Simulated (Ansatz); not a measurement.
# FH₆HfN₃: small, medium and large basis sets

An exercise on one series of results from a longer session: the logs are not shown, and one member is left open.

Program: Ansatz 0.2.0, Gaussian basis. Level of theory: one geometry, several basis sets. These are calculated values, not measurements.

Levels to be run: PBE0-D4/def2-SVP; ωB97M-V/def2-SVP; PBE0-D4/def2-QZVPP; ωB97M-V/def2-QZVPP; the functionals' def2-TZVPP values are taken from earlier runs.

### The geometry

An earlier PBE0-D4 in a triple-zeta def2 set relaxation fixed the geometry. Hf takes the def2 core potential; no spin-orbit term is included.

SMILES `[NH2][Hf]([NH2])([NH2])[F]`, 11 atoms, charge 0, spin multiplicity 1.

Atoms are counted from 1 here; the program's logs count them from 0.

Bond lengths: N1–Hf2 2.037 Å, N1–H6 1.010 Å, N1–H7 1.011 Å, Hf2–N3 2.037 Å, Hf2–N4 2.037 Å, Hf2–F5 1.930 Å, N3–H8 1.010 Å, N3–H9 1.011 Å, N4–H10 1.011 Å, N4–H11 1.010 Å. Angles: Hf2–N1–H6 125.4°, Hf2–N1–H7 125.6°, H6–N1–H7 108.7°, N1–Hf2–N3 107.4°, N1–Hf2–N4 107.4°, N1–Hf2–F5 111.5°, N3–Hf2–N4 107.3°, N3–Hf2–F5 111.5°, N4–Hf2–F5 111.5°, Hf2–N3–H8 125.4°, Hf2–N3–H9 125.6°, H8–N3–H9 108.7°, Hf2–N4–H10 125.6°, Hf2–N4–H11 125.4°, H10–N4–H11 108.7°.

The first run:

in.yaml

```yaml
crystal:
  periodic: [false, false, false]
  atoms:
    - {symbol: N, position_ang: [-1.653975, 0.914240, -0.255556]}
    - {symbol: Hf, position_ang: [0.294963, 0.437315, 0.097373]}
    - {symbol: N, position_ang: [0.328974, -0.853139, 1.673440]}
    - {symbol: N, position_ang: [0.977287, -0.576552, -1.532647]}
    - {symbol: F, position_ang: [1.356442, 2.010727, 0.447671]}
    - {symbol: H, position_ang: [-2.452384, 0.463169, 0.166961]}
    - {symbol: H, position_ang: [-1.978045, 1.698624, -0.804575]}
    - {symbol: H, position_ang: [0.495425, -1.847111, 1.612060]}
    - {symbol: H, position_ang: [0.277789, -0.592904, 2.648806]}
    - {symbol: H, position_ang: [1.948495, -0.737522, -1.761843]}
    - {symbol: H, position_ang: [0.405018, -0.916839, -2.291700]}
basis:
  gaussian: {orbitals: def2-SVP}
hamiltonian: {xc: pbe0, dispersion: d4}
output: {orbitals: {seedname: orbitals}}
```

The run is started by

```
$ ansatz run in.yaml --threads 4 --pin off --events-out ev --progress --plain --max-ram 10444MiB
```

Among the steps run: PBE0-D4 in def2-SVP; ωB97M-V in def2-SVP; PBE0-D4 in def2-QZVPP; ωB97M-V in def2-QZVPP.

One table of the session follows, with a row left open; its other results are not shown here.

It belongs to the step «Functionals by basis». 

```
functional       basis  HOMO (eV)  LUMO (eV)
   PBE0-D4    def2-SVP      -6.90       0.16
   PBE0-D4  def2-TZVPP      -7.07      -0.04
   PBE0-D4  def2-QZVPP      -7.14      -0.33
   ωB97M-V    def2-SVP          ?          ?
   ωB97M-V  def2-TZVPP      -9.45       1.10
   ωB97M-V  def2-QZVPP      -9.51       0.54
```

Q: Estimate the row for ωB97M-V, def2-SVP from the others.

**Answer.** HOMO (eV): -9.27; LUMO (eV): 1.38. In the column «HOMO (eV)» it lies between ωB97M-V, def2-TZVPP (-9.45) and PBE0-D4, def2-QZVPP (-7.14).
